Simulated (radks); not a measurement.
# The Coulomb parameter U of the 3d shell of Ti

Aim: U as the second difference [E(n + 0.25) + E(n − 0.25) − 2E(n)]/0.25², with all orbitals relaxed. Bare: the atom's charge changes with n. Screened: the 4s shell takes up the change. The start is a model configuration, not necessarily the ground state.

Method: Dirac Kohn-Sham, BLYP, spin-unpolarised, spherical densities, finite nucleus; open shells are shared between the two j in proportion to 2j + 1. Code: radks (a radial shooting solver on a logarithmic mesh, Libxc functionals) version 1.

### Step 1. Starting point

| Item | Value |
| --- | --- |
| element | titanium (Z = 22) |
| charge | 0 |
| electrons | 22 |
| configuration | [Ar] 3d3 4s1 |
| nuclear rms radius | 3.5921 fm |

The outer shells:

Ti
```
[Ar] core
3d [↑ ][↑ ][↑ ][  ][  ]
4s [↑ ]
```

In the logs a row gives level, spin channel, occupation and eigenvalue; Etot, Ekin, Encl (electron-nucleus), Eh (Hartree) and Exc are energies, all in hartree; err is the last residual, it the number of iterations.

### Step 2. Start: [Ar] 3d3 4s1

Settings of this run:

```text
Z 22
configuration [Ar] 3d3 4s1
relativity Dirac
functional b88,lyp
spin unpolarised
j_filling average
nucleus finite rms 3.5921 fm
c 137.035999084
```

The program printed:

```text
1s1/2   1   2.0000        -178.85221601
2s1/2   1   2.0000         -19.58842460
2p1/2   1   2.0000         -16.33421911
2p3/2   1   4.0000         -16.12167245
3s1/2   1   2.0000          -2.17042500
3p1/2   1   2.0000          -1.32087822
3p3/2   1   4.0000          -1.29703193
3d3/2   1   1.2000          -0.06806143
3d5/2   1   1.8000          -0.06668469
4s1/2   1   1.0000          -0.13457714
Etot -853.7988175117404
Ekin 862.1572903862075
Encl -2033.1907138341749
Eh 359.57580768843985
Exc -42.341201752212925
err 2.888573824774956e-10
it 18
```

Highest occupied level: 3d5/2 at -1.815 eV.

Sizes of the orbitals, from the radial functions (bohr):

```csv
level,occupation,energy (eV),<r>,outermost maximum (interpolated),90 % within,nodes
2p1/2,2,-444.48,0.2880,0.218,0.474,0
2p3/2,4,-438.69,0.2907,0.220,0.478,0
3s1/2,2,-59.060,1.013,0.870,1.52,2
3p1/2,2,-35.943,1.093,0.899,1.69,1
3p3/2,4,-35.294,1.102,0.906,1.71,1
4s1/2,1,-3.662,3.729,3.02,5.70,3
3d3/2,1.2,-1.852,1.948,1.01,3.68,0
3d5/2,1.8,-1.815,1.962,1.01,3.71,0
```

Radial density 4πr²ρ:

```csv
r (bohr),4πr²ρ (e/bohr)
0.00300,0.7630
0.00450,1.597
0.00683,3.278
0.0103,6.305
0.0154,11.24
0.0234,18.05
0.0352,24.29
0.0529,25.98
0.0796,21.91
0.121,19.85
0.181,25.91
0.273,26.08
0.414,12.91
0.622,8.277
0.935,10.26
1.41,5.467
2.13,1.563
3.21,0.6659
4.82,0.2519
7.31,0.03701
```

### Step 3. Bare +0.25: [Ar] 3d3.25 4s1

Settings, as their differences from step 2:

```diff
@@ -1,3 +1,3 @@
 Z 22
-configuration [Ar] 3d3 4s1
+configuration [Ar] 3d3.25 4s1
 relativity Dirac
```

The program printed:

```text
1s1/2   1   2.0000        -178.79198538
2s1/2   1   2.0000         -19.52679528
2p1/2   1   2.0000         -16.27274209
2p3/2   1   4.0000         -16.06018519
3s1/2   1   2.0000          -2.10909460
3p1/2   1   2.0000          -1.25991360
3p3/2   1   4.0000          -1.23610039
3d3/2   1   1.3000          -0.01224400
3d5/2   1   1.9500          -0.01096179
4s1/2   1   1.0000          -0.08918457
Etot -853.808317275056
Ekin 862.1649813111428
Encl -2034.5012581574447
Eh 360.90717877615134
Exc -42.37921920490538
err 2.6988326958587566e-09
it 24
```

Energy against step 2 (start: [Ar] 3d3 4s1): -0.259 eV. Highest occupied level: 3d5/2 at -0.298 eV.

### Step 4. Bare -0.25: [Ar] 3d2.75 4s1

Settings, as their differences from step 3:

```diff
@@ -1,3 +1,3 @@
 Z 22
-configuration [Ar] 3d3.25 4s1
+configuration [Ar] 3d2.75 4s1
 relativity Dirac
```

The program printed:

```text
1s1/2   1   2.0000        -178.92937050
2s1/2   1   2.0000         -19.66799194
2p1/2   1   2.0000         -16.41353082
2p3/2   1   4.0000         -16.20100083
3s1/2   1   2.0000          -2.24862056
3p1/2   1   2.0000          -1.39835746
3p3/2   1   4.0000          -1.37444433
3d3/2   1   1.1000          -0.13823502
3d5/2   1   1.6500          -0.13675959
4s1/2   1   1.0000          -0.18779902
Etot -853.7735142103699
Ekin 862.1350222080894
Encl -2031.515606245936
Eh 357.89517227463915
Exc -42.28810244716245
err 1.4818380114215725e-09
it 18
```

Energy against step 2 (start: [Ar] 3d3 4s1): +0.689 eV. 3d5/2 is the highest filled level (-3.721 eV).

### Step 5. Screened +0.25: [Ar] 3d3.25 4s0.75

Settings, as their differences from step 4:

```diff
@@ -1,3 +1,3 @@
 Z 22
-configuration [Ar] 3d2.75 4s1
+configuration [Ar] 3d3.25 4s0.75
 relativity Dirac
```

The program printed:

```text
1s1/2   1   2.0000        -178.83511283
2s1/2   1   2.0000         -19.56759390
2p1/2   1   2.0000         -16.31376648
2p3/2   1   4.0000         -16.10119498
3s1/2   1   2.0000          -2.15158654
3p1/2   1   2.0000          -1.30287957
3p3/2   1   4.0000          -1.27911323
3d3/2   1   1.3000          -0.05599052
3d5/2   1   1.9500          -0.05468360
4s1/2   1   0.7500          -0.13133088
Etot -853.7808412711415
Ekin 862.1362177252527
Encl -2033.5223354796365
Eh 359.9668224879308
Exc -42.361546004688556
err 4.264487548522442e-09
it 18
```

E − E(step 2, start: [Ar] 3d3 4s1) = +0.489 eV. 3d5/2 is the highest filled level (-1.488 eV).

### Step 6. Screened -0.25: [Ar] 3d2.75 4s1.25

Settings, as their differences from step 5:

```diff
@@ -1,3 +1,3 @@
 Z 22
-configuration [Ar] 3d3.25 4s0.75
+configuration [Ar] 3d2.75 4s1.25
 relativity Dirac
```

The program printed:

```text
1s1/2   1   2.0000        -178.87379366
2s1/2   1   2.0000         -19.61425298
2p1/2   1   2.0000         -16.35961960
2p3/2   1   4.0000         -16.14710084
3s1/2   1   2.0000          -2.19360980
3p1/2   1   2.0000          -1.34307468
3p3/2   1   4.0000          -1.31913325
3d3/2   1   1.1000          -0.08366396
3d5/2   1   1.6500          -0.08221230
4s1/2   1   1.2500          -0.13911267
Etot -853.8143253513072
Ekin 862.1763629713696
Encl -2032.7658280192707
Eh 359.0915615898052
Exc -42.316421893211285
err 9.61841492199019e-10
it 18
```

Energy against step 2 (start: [Ar] 3d3 4s1): -0.422 eV. 3d5/2 is the highest filled level (-2.237 eV).

### Step 7. Results

```csv
quantity,value (eV)
"U, bare",6.881
"U, screened by 4s",1.075
```

Letting 4s compensate leaves 16 % of the bare value; this second difference measures U(3d,3d) + U(4s,4s) − 2U(3d,4s). The step up makes a negative ion, whose loosely bound charge lowers the bare value. A solid screens further than the bare atom, so the bare value is an upper guide for the U of a crystal.
